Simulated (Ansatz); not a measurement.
**LuBi: pressure up to the limit of the methods**

Aim: compress LuBi step by step, far beyond the usual range, and follow pressure and electronic structure. Methods of the runs shown: LAPW and crystal datasets. Companion runs by PAW are cited. Its runs: the reference run (LAPW); volume scaled by 1 (crystal datasets); volume scaled by 0.9 (LAPW); volume scaled by 0.45 (LAPW); volume scaled by 0.4 (LAPW and crystal datasets).

Computed with Ansatz 0.2.0 (DFT LDA, with the methods named in each step, unless a step's input says otherwise).

## 1. The structure to begin with

The structure is cubic, space group Fm-3m (No. 225). The conventional cell has a = 6.204 Å, b = 6.204 Å, c = 6.204 Å, α = 90.00°, β = 90.00°, γ = 90.00°. Lu (site symmetry m-3m) has 6 Bi at 3.10 Å as nearest neighbours. Bi (site symmetry m-3m) has 6 Lu at 3.10 Å as nearest neighbours.

Coordinates:

```cif
data_structure
_symmetry_space_group_name_H-M 'Fm-3m'
_symmetry_Int_Tables_number 225
_cell_length_a 6.2039
_cell_length_b 6.2039
_cell_length_c 6.2039
_cell_angle_alpha 90.000
_cell_angle_beta 90.000
_cell_angle_gamma 90.000
_cell_volume 238.78
loop_
_atom_site_label
_atom_site_type_symbol
_atom_site_symmetry_multiplicity
_atom_site_Wyckoff_symbol
_atom_site_fract_x
_atom_site_fract_y
_atom_site_fract_z
_atom_site_occupancy
Lu1 Lu 4 b 0.50000 0.00000 0.00000 1
Bi1 Bi 4 a 0.00000 0.00000 0.00000 1
```

The file gives the conventional cell by its symmetry; the runs use the cell typed in the input.

Whether this phase is the stable one at these pressures isn't tested.

Atoms are numbered in the order of the input: Lu1, Bi2.

## 2. The reference volume, LAPW

The input, input.yaml:

```yaml
crystal:
  lattice:
    - [0.0, 3.1019669897, 3.1019669897]
    - [3.1019669897, 0.0, 3.1019669897]
    - [3.1019669897, 3.1019669897, 0.0]
  atoms:
    - { symbol: Lu, position: [0.5, 0.5, 0.5] }
    - { symbol: Bi, position: [0.0, 0.0, 0.0] }
kpoints:
  mp_grid: { grid: [10, 10, 10] }
  band_path:
    path:
      - [0.0, 0.0, 0.0]
      - [0.5, 0.0, 0.5]
      - [0.625, 0.25, 0.625]
      - [0.375, 0.375, 0.75]
      - [0.0, 0.0, 0.0]
      - [0.5, 0.5, 0.5]
      - [0.5, 0.25, 0.75]
      - [0.5, 0.0, 0.5]
    npoints: 14
scf:
  occupations: { method: fermi_dirac, width: 0.05 }
hamiltonian:
  xc: lda
  pseudopotentials: { kind: all_electron, lapw: { basis_error: 0.001 } }
output:
  forces: true
  stress: true
  eigenvalues: true
  populations: true
```

Started as:

```
$ ansatz run input.yaml --threads 1 --pin off --max-ram 2048MiB --backend cpu --events-out ev --progress --plain --runs-dir out
```

## 3. Volume scaled by 1, crystal datasets

The input, input.yaml:

```yaml
crystal:
  lattice:
    - [0.0, 3.1019669897, 3.1019669897]
    - [3.1019669897, 0.0, 3.1019669897]
    - [3.1019669897, 3.1019669897, 0.0]
  atoms:
    - { symbol: Lu, position: [0.5, 0.5, 0.5] }
    - { symbol: Bi, position: [0.0, 0.0, 0.0] }
kpoints:
  mp_grid: { grid: [10, 10, 10] }
scf:
  occupations: { method: fermi_dirac, width: 0.05 }
hamiltonian:
  xc: lda
  pseudopotentials: { kind: all_electron, datasets: crystal }
output:
  forces: true
  stress: true
  eigenvalues: true
  efg: { contact_densities: true }
```

## 4. Volume scaled by 0.9, LAPW

The input, input.yaml:

```yaml
crystal:
  lattice:
    - [0.0, 2.9949162, 2.9949162]
    - [2.9949162, 0.0, 2.9949162]
    - [2.9949162, 2.9949162, 0.0]
  atoms:
    - { symbol: Lu, position: [0.5, 0.5, 0.5] }
    - { symbol: Bi, position: [0.0, 0.0, 0.0] }
kpoints:
  mp_grid: { grid: [10, 10, 10] }
  band_path:
    path:
      - [0.0, 0.0, 0.0]
      - [0.5, 0.0, 0.5]
      - [0.625, 0.25, 0.625]
      - [0.375, 0.375, 0.75]
      - [0.0, 0.0, 0.0]
      - [0.5, 0.5, 0.5]
      - [0.5, 0.25, 0.75]
      - [0.5, 0.0, 0.5]
    npoints: 6
scf:
  occupations: { method: fermi_dirac, width: 0.05 }
hamiltonian:
  xc: lda
  pseudopotentials: { kind: all_electron, lapw: { basis_error: 0.001 } }
output:
  forces: true
  stress: true
  eigenvalues: true
  populations: true
```

## 5. Volume scaled by 0.45, LAPW

input.yaml: that of step 4 with these lines changed.

```diff
@@ -2,5 +2,5 @@
   lattice:
-    - [0.0, 2.9949162, 2.9949162]
-    - [2.9949162, 0.0, 2.9949162]
-    - [2.9949162, 2.9949162, 0.0]
+    - [0.0, 2.3770665632, 2.3770665632]
+    - [2.3770665632, 0.0, 2.3770665632]
+    - [2.3770665632, 2.3770665632, 0.0]
   atoms:
```

## 6. Volume scaled by 0.4, LAPW

input.yaml: that of step 5 with these lines changed.

```diff
@@ -2,5 +2,5 @@
   lattice:
-    - [0.0, 2.3770665632, 2.3770665632]
-    - [2.3770665632, 0.0, 2.3770665632]
-    - [2.3770665632, 2.3770665632, 0.0]
+    - [0.0, 2.2855488196, 2.2855488196]
+    - [2.2855488196, 0.0, 2.2855488196]
+    - [2.2855488196, 2.2855488196, 0.0]
   atoms:
```

## 7. Volume scaled by 0.4, crystal datasets

The input, input.yaml:

```yaml
crystal:
  lattice:
    - [0.0, 2.2855488196, 2.2855488196]
    - [2.2855488196, 0.0, 2.2855488196]
    - [2.2855488196, 2.2855488196, 0.0]
  atoms:
    - { symbol: Lu, position: [0.5, 0.5, 0.5] }
    - { symbol: Bi, position: [0.0, 0.0, 0.0] }
kpoints:
  mp_grid: { grid: [10, 10, 10] }
scf:
  occupations: { method: fermi_dirac, width: 0.05 }
hamiltonian:
  xc: lda
  pseudopotentials: { kind: all_electron, datasets: crystal }
output:
  forces: true
  stress: true
  eigenvalues: true
  efg: { contact_densities: true }
```

(Steps that only read results are left out.)

**Question.** What will these runs give? Wanted: LAPW pressure at 0.4 of the volume; PAW pressure at 0.4 of the volume; crystal datasets pressure at 0.4 of the volume; fitted bulk modulus at zero pressure.

As calculated:

```
                                      quantity      value
            LAPW pressure at 0.4 of the volume  339.4 GPa
             PAW pressure at 0.4 of the volume  340.0 GPa
crystal datasets pressure at 0.4 of the volume  339.4 GPa
   fitted bulk modulus at zero pressure (LAPW)     66 GPa
                       its pressure derivative       4.20
```

In words: By LAPW the pressure climbs to 339 GPa at 0.4 of the first volume. One third-order Birch-Murnaghan curve follows these points (B₀ = 66 GPa, B′ = 4.20, misfit at most 0.18 GPa). A fit over so wide a range leans to the high pressures, so B₀ can be off by several per cent. Where LAPW's pressure is over 3 GPa, PAW's departs from it by at most 0.3 %, at 1 of the volume. The ions are at rest, and the electrons smeared by 0.05 eV. Spin-orbit coupling is left out, though the cell holds Bi; in elements this heavy it can shift bands and gaps by tenths of an eV.
